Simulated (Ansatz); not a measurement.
# Os (Osmium): the cost of one run

Computed with Ansatz 0.2.0 (DFT LDA, frozen-core PAW, scalar-relativistic unless said, unless a step's input says otherwise).

## Step 1: Starting point

It takes space group P6_3/mmc (No. 194, hexagonal). The conventional cell has a = 2.734 Å, b = 2.734 Å, c = 4.320 Å, α = 90.00°, β = 90.00°, γ = 120.00°. Around Os (site symmetry -6m2) lie 12 Os at 2.68 to 2.73 Å.

Structure file:

```cif
data_structure
_symmetry_space_group_name_H-M 'P 1'
_symmetry_Int_Tables_number 1
_cell_length_a 2.7341
_cell_length_b 2.7341
_cell_length_c 4.3197
_cell_angle_alpha 90.000
_cell_angle_beta 90.000
_cell_angle_gamma 120.000
_cell_volume 27.96
loop_
_atom_site_label
_atom_site_type_symbol
_atom_site_fract_x
_atom_site_fract_y
_atom_site_fract_z
_atom_site_occupancy
Os1 Os 0.33333 0.66667 0.25000 1
Os2 Os 0.66667 0.33333 0.75000 1
```

Cartesian axes are those of the input's lattice vectors. The structure goes back to a database entry.

## Step 2: Cell and atoms relaxed, PAW

Input file input.yaml:

```yaml
crystal:
  lattice:
    - [2.73410000001, 0.0, 0.0]
    - [-1.36705, 2.36780005649, 0.0]
    - [0.0, 0.0, 4.3197]
  atoms:
    - { symbol: Os, position: [0.333333333333, 0.666666666667, 0.25] }
    - { symbol: Os, position: [0.666666666667, 0.333333333333, 0.75] }
kpoints:
  mp_grid: { grid: [20, 20, 12] }
scf:
  occupations: { method: fermi_dirac, width: 0.05 }
hamiltonian:
  xc: lda
  pseudopotentials: { kind: paw }
relax:
  f_tol: 0.002
  max_steps: 80
  cell: {}
output:
  forces: true
  stress: true
  write_density: true
  write_potential: true
  elf: true
  volumetric_format: npy
```

The run is started by

```sh
ansatz run input.yaml --threads 1 --pin off --max-ram 3072MiB --backend cpu --events-out ev --progress --plain --runs-dir out
```

Q: Estimate wall time and peak memory on 1 thread of Intel Xeon Platinum 8488C (Sapphire Rapids), shared host.

About 27 s, with a peak of 0.48 GiB.
